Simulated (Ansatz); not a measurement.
# ClGaH6N2: the cost of one run

All numbers below are computed with Ansatz 0.2.0 (RKS BHLYP-D4/def2-SVP).

### Step 1. The structure to begin with

Bond lengths: Ga1–Cl2 2.590 Å, Ga1–N3 1.930 Å, N3–H4 1.060 Å, N3–H5 1.060 Å, Ga1–N6 1.930 Å, N6–H7 1.060 Å, N6–H8 1.060 Å. Angles: Cl2–Ga1–N3 120.0°, Cl2–Ga1–N6 120.0°, N3–Ga1–N6 120.0°, Ga1–N3–H4 120.0°, Ga1–N3–H5 120.0°, H4–N3–H5 120.0°, Ga1–N6–H7 120.0°, Ga1–N6–H8 120.0°, H7–N6–H8 120.0°.

Coordinates:

```xyz
10

Ga    0.0000    0.0000    0.0000
Cl    0.0000    0.0000    2.5900
N     1.6714    0.0000   -0.9650
H     2.1380   -0.9179   -1.2168
H     2.1227    0.9179   -1.2432
N    -1.6714    0.0000   -0.9650
H    -2.3403   -0.8164   -0.8664
H    -1.9204    0.8164   -1.5936
H     0.0838    1.7726    0.5897
H     0.0713    1.5086    1.5637
```

### Step 2. A restrained relaxation towards end A

Springs on the bonds that form and break draw the guess towards this end; the thresholds are loose.

Input file input.yaml:

```yaml
crystal:
  periodic: [false, false, false]
  atoms:
    - { symbol: Ga, position_ang: [0.0, 0.0, 0.0] }
    - { symbol: Cl, position_ang: [0.0, 0.0, 2.59] }
    - { symbol: "N", position_ang: [1.6714, 0.0, -0.965] }
    - { symbol: H, position_ang: [2.138, -0.9179, -1.2168] }
    - { symbol: H, position_ang: [2.1227, 0.9179, -1.2432] }
    - { symbol: "N", position_ang: [-1.6714, 0.0, -0.965] }
    - { symbol: H, position_ang: [-2.3403, -0.8164, -0.8664] }
    - { symbol: H, position_ang: [-1.9204, 0.8164, -1.5936] }
    - { symbol: H, position_ang: [0.0838, 1.7726, 0.5897] }
    - { symbol: H, position_ang: [0.0713, 1.5086, 1.5637] }
basis:
  gaussian: { orbitals: def2-SVP }
hamiltonian:
  xc: { name: BHLYP }
  dispersion: d4
relax:
  f_tol: 0.15
  max_steps: 25
  restrain:
    - { distance: [0, 8], at: 2.77, k: 30.0 }
    - { distance: [9, 1], at: 2.57, k: 30.0 }
    - { distance: [0, 1], at: 2.24, k: 30.0 }
    - { distance: [9, 8], at: 0.66, k: 30.0 }
```

Run with:

```console
$ ansatz run input.yaml --threads 2 --pin off --max-ram 3072MiB --backend cpu --events-out ev --progress --plain --runs-dir out
```

Q: Estimate wall time and peak memory on 2 threads of Arm Neoverse V1, shared host.

About 65 s, with a peak of 0.26 GiB.
